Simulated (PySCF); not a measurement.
# Ho4N4 (Ho4N4): the cost of one run

Computed with PySCF 2.14.0. Level: PBE, Ho lcecp-1-SVP with ECP56, N def2-SVP; scalar-relativistic core potentials, no spin–orbit coupling.

2 further runs of the same task are left out: 1 for a known fault of the program, 1 that didn't finish.

## Step 1: Starting geometry

8 atoms, charge 0, spin multiplicity 1.

Bond lengths: Ho1–Ho2 3.191 Å, Ho1–Ho3 3.191 Å, Ho1–Ho4 3.191 Å, Ho1–N5 2.168 Å, Ho1–N6 2.168 Å, Ho1–N7 2.168 Å, Ho2–Ho3 3.191 Å, Ho2–Ho4 3.191 Å, Ho2–N5 2.168 Å, Ho2–N6 2.168 Å, Ho2–N8 2.168 Å, Ho3–Ho4 3.191 Å, Ho3–N5 2.168 Å, Ho3–N7 2.168 Å, Ho3–N8 2.168 Å, Ho4–N6 2.168 Å, Ho4–N7 2.168 Å, Ho4–N8 2.168 Å. Angles: Ho2–Ho1–Ho3 60.0°, Ho2–Ho1–Ho4 60.0°, Ho2–Ho1–N5 42.6°, Ho2–Ho1–N6 42.6°, Ho2–Ho1–N7 86.5°, Ho3–Ho1–Ho4 60.0°, Ho3–Ho1–N5 42.6°, Ho3–Ho1–N6 86.5°, Ho3–Ho1–N7 42.6°, Ho4–Ho1–N5 86.5°, Ho4–Ho1–N6 42.6°, Ho4–Ho1–N7 42.6°, N5–Ho1–N6 85.0°, N5–Ho1–N7 85.0°, N6–Ho1–N7 85.0°, Ho1–Ho2–Ho3 60.0°, Ho1–Ho2–Ho4 60.0°, Ho1–Ho2–N5 42.6° and more.

As a file:

```tsv
atom	x (Å)	y (Å)	z (Å)
Ho1	1.12806	1.12806	1.12806
Ho2	1.12806	-1.12806	-1.12806
Ho3	-1.12806	1.12806	-1.12806
Ho4	-1.12806	-1.12806	1.12806
N5	1.03551	1.03551	-1.03551
N6	1.03551	-1.03551	1.03551
N7	-1.03551	1.03551	1.03551
N8	-1.03551	-1.03551	-1.03551
```

Each metal's 10 4f electrons lie in its core potential, so multiplicities, spins and levels count the valence alone. An earlier session relaxed this geometry at PBE, Ho lcecp-1-SVP with ECP56, N def2-SVP (singlet, point group Td).

Its energy there is -369.587977 Eh.

## Step 2: Atoms moved at random, σ = 0.03 Å

run.py (the lines that set the calculation)

```python
mol = gto.M(atom='''
Ho     1.11293     1.09027     1.08599
Ho     1.10114    -1.13589    -1.11479
Ho    -1.12279     1.11193    -1.11509
Ho    -1.13271    -1.05658     1.14450
N      1.10350     0.97969    -1.01887
N      1.01515    -0.99302     1.00433
N     -1.02890     1.04591     1.01575
N     -1.04832    -1.04232    -1.00181''',
    basis={'Ho': 'lcecp-1-SVP', 'N': 'def2-SVP'},
    ecp={'Ho': 'lcecp-1-SVP'},
    charge=0, spin=0)
mf = dft.RKS(mol, xc='PBE')
mf.grids.atom_grid = (50, 194)  # f atoms: unpruned, at least (60, 302)
mf = mf.density_fit()  # fitting sets: Ho AutoAux, N def2-universal-JKFIT
mf.conv_tol = 1e-08; mf.max_cycle = 55
mf.kernel(dm0)  # dm0: the density of the relaxed state
```

On the command line:

```sh
OMP_NUM_THREADS=4 python run.py
```

**Question.** How long does this run take on 4 threads of Arm Neoverse V1, shared host?

About 22 s.
